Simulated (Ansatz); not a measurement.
TaTc and its elements: a formation energy from the elements, run with Ansatz's Python interface.

The script, `run_formation.py`:
```python
# -*- coding: utf-8 -*-
from collections import Counter
import warnings

import ansatz as az
import numpy as np

PHASES = {
    "TaTc": (
        [[3.172, 0.0, 0.0], [0.0, 3.172, 0.0], [0.0, 0.0, 3.172]],
        [
            ("Ta", [0.0, 0.0, 0.0]),
            ("Tc", [0.5, 0.5, 0.5]),
        ],
    ),
    "Ta": (
        [[-1.65128, 1.65128, 1.65128], [1.65128, -1.65128, 1.65128], [1.65128, 1.65128, -1.65128]],
        [
            ("Ta", [0.0, 0.0, 0.0]),
        ],
    ),
    "Tc": (
        [[2.74, 0.0, 0.0], [-1.37, 2.37291, 0.0], [0.0, 0.0, 4.398]],
        [
            ("Tc", [1 / 3, 2 / 3, 0.25]),
            ("Tc", [2 / 3, 1 / 3, 0.75]),
        ],
    ),
}


def build(vectors, sites):
    crystal = az.Crystal(lattice=az.Lattice.of(vectors))
    for symbol, position in sites:
        crystal = crystal.atom(symbol, position)
    return crystal


def compute(name, crystal):
    calc = (
        crystal.calculation()
        .functional("PBEsol")
        .basis(600)
        .kpoints(spacing=0.27)
        .occupations("cold", width=0.1)
        .stress()
    )
    calc = calc.relax(force_tolerance=0.01, cell=True)
    return calc.run(threads=1, backend="cpu")


def counts(outcome):
    return Counter(site.symbol for site in outcome.lattice.sites)

def formation_energy(outcome, mu):
    n = counts(outcome)
    return (outcome.report["energy_sigma0_ev"] - sum(k * mu[element] for element, k in n.items())) / sum(n.values())


def volume_per_atom(outcome):
    return abs(np.linalg.det(outcome.lattice.cell_ang)) / len(outcome.lattice.sites)


def main():
    warnings.simplefilter("ignore", az.DeckWarning)

    phases = {name: build(*cell) for name, cell in PHASES.items()}

    done = {}
    for name, crystal in phases.items():
        done[name] = compute(name, crystal)
        print(f"{name}: {done[name].report['energy_sigma0_ev']:.4f} eV, {len(done[name].lattice.sites)} atoms")

    references = {"Ta": "Ta", "Tc": "Tc"}
    mu = {element: done[name].report["energy_sigma0_ev"] / len(done[name].lattice.sites) for element, name in references.items()}

    target = done["TaTc"]
    heat = formation_energy(target, mu)
    for element, value in mu.items():
        print(f"mu({element}) = {value:.4f} eV from {references[element]}, {volume_per_atom(done[references[element]]):.2f} A^3/atom")
    print(f"formation energy of TaTc: {heat:.4f} eV/atom = {96.4853 * heat:.1f} kJ/mol of atoms")


if __name__ == "__main__":
    main()
```

Is TaTc bound against its elements at this level, and by how much?

The formation energy is -0.486 eV an atom (-46.9 kJ per mole of atoms), so TaTc lies below the reference phases.

What the script printed:

```console
$ python run_formation.py
TaTc: -15145.1517 eV, 2 atoms
Ta: -9806.4942 eV, 1 atoms
Tc: -10675.3691 eV, 2 atoms
mu(Ta) = -9806.4942 eV from Ta, 17.82 A^3/atom
mu(Tc) = -5337.6845 eV from Tc, 14.00 A^3/atom
formation energy of TaTc: -0.4865 eV/atom = -46.9 kJ/mol of atoms
```

Total energies depend on the potentials; only differences at equal settings carry meaning. No spin polarisation was allowed. For the metals among these phases the mesh is modest: differences between phases can be off by up to 40 meV an atom. Spin-orbit coupling, which matters for elements this heavy, is left out. The cells come from databases of deposited and of computed structures, and not all need be stable phases. The compound is the structure given, not necessarily its lowest; energies are at zero temperature, with no correction for gases. A semilocal functional's error on such energies is often 0.05 to 0.1 eV an atom, and 0.1 to 0.3 eV against gases such as O2 or F2. Wall time of the script: 17 s on 1 thread of Arm Neoverse V2, with other jobs on the host, peak memory 0.43 GiB.

(A comment or docstring line of the script was reworded after the run, the code is as it ran; lines on the test bed's own set-up are left out of the output.)
